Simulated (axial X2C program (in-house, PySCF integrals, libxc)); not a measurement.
**FSbF⁻: bond lengths and stretches, held linear**

The task here is to estimate one member of a computed series from the others.

Program: an in-house X2C program for linear molecules on PySCF integrals. Level of theory: all-electron X2C, two-component (2c) or spin-free, F dyall-av3z, Sb dyall-v3z. These are calculated values, not measurements.

All values are calculated.

2 further runs of the same task are left out: 2 set aside as unsound or not needed.

The first run:

task.json

```json
{
 "zs": [
  9,
  51,
  9
 ],
 "q": -1,
 "bas": [
  "dyall-av3z",
  "dyall-v3z",
  "dyall-av3z"
 ],
 "r0": [
  2.04,
  2.04
 ],
 "symm": 1,
 "scan": [
  "PBE0",
  "HF",
  "LDA"
 ],
 "levels": [
  "PBE0",
  "HF",
  "BHandHLYP"
 ],
 "nst": 2
}
```

Keys: zs atomic numbers; q charge; bas basis sets; r0 starting distance in Å; symm equal bonds; scan levels of the two-bond scan (MP2 follows by itself at each HF point); levels methods; nst determinants followed.

Launch:

```console
$ python solin.py task.json out
```

Masses F 18.998, Sb 120.904, F 18.998 u.

Among the steps run: Scan at PBE0, 2c; Scan at HF, 2c; Scan at LDA, 2c.

One of the session's tables, all rows but one given; the rest of the session is left out.

```
          level  r(F–Sb) (Å)  r(Sb–F) (Å)  lower stretch (cm⁻¹)  upper stretch (cm⁻¹)
       PBE0, 2c        2.122        2.122                 373.3                 400.2
         HF, 2c        2.118        2.118                 340.6                 398.8
        LDA, 2c        2.105        2.105                 393.3                 407.4
        MP2, 2c        2.126        2.126                 379.4                 404.7
PBE0, spin-free            ?            ?                     ?                     ?
  HF, spin-free        2.117        2.117                 341.1                 399.7
 LDA, spin-free        2.104        2.104                 393.8                 408.4
 MP2, spin-free        2.125        2.125                 379.8                 405.4
```

Estimate the missing values for PBE0, spin-free.

The run gave: r(F–Sb) (Å): 2.121; r(Sb–F) (Å): 2.121; lower stretch (cm⁻¹): 373.8; upper stretch (cm⁻¹): 401.0. In the column «r(F–Sb) (Å)» it lies between HF, 2c (2.118) and PBE0, 2c (2.122).

Scans not shown above were run alike.

Limits of these values: For an anion the highest level of a functional can be positive, and the basis then holds the extra electron. The molecule was held linear; bending was not examined, so a bent shape may lie lower.
